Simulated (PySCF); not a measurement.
# H6N3Ti (Ti(NH2)3): the cost of one run

Programs: PySCF 2.14.0, with routines of our own; each step states its level. All values are computed. Atoms count from 0.

### 1 The system as given

10 atoms, charge 0, states of the metal's open shell are computed; geometry from: model start, shaken.

### 2 Relaxing the molecule at PBE0-D3(BJ)/def2-TZVP

What the job is given:

```
{"job": {"xc": "PBE0", "basis": "def2-TZVP", "d3": "d3bj", "grid": 1, "maxiter": 45, "kind": "geom"}, "charge": 0, "metal": "Ti", "open_shell": "d1"}
Ti     0.000020     0.004480    -0.004110
N      1.836640    -0.006820    -0.014870
H      2.450900     0.840100    -0.007380
H      2.440690    -0.812650     0.005350
N     -0.923420     1.588190    -0.000440
H     -1.924710     1.691600    -0.006860
H     -0.543380     2.512420    -0.027630
N     -0.928530    -1.621160     0.004070
H     -0.512510    -2.534570    -0.037750
H     -1.943220    -1.712490     0.001700
```

Started as:

```console
> OMP_NUM_THREADS=1 python lf_run.py task.json out
```

This one command runs all jobs of the session in turn.

**Question.** How long does this first job take on 1 thread of Intel Xeon Platinum 8488C, shared host, and how much memory does it need?

About 64 s, with a peak of 0.68 GiB.
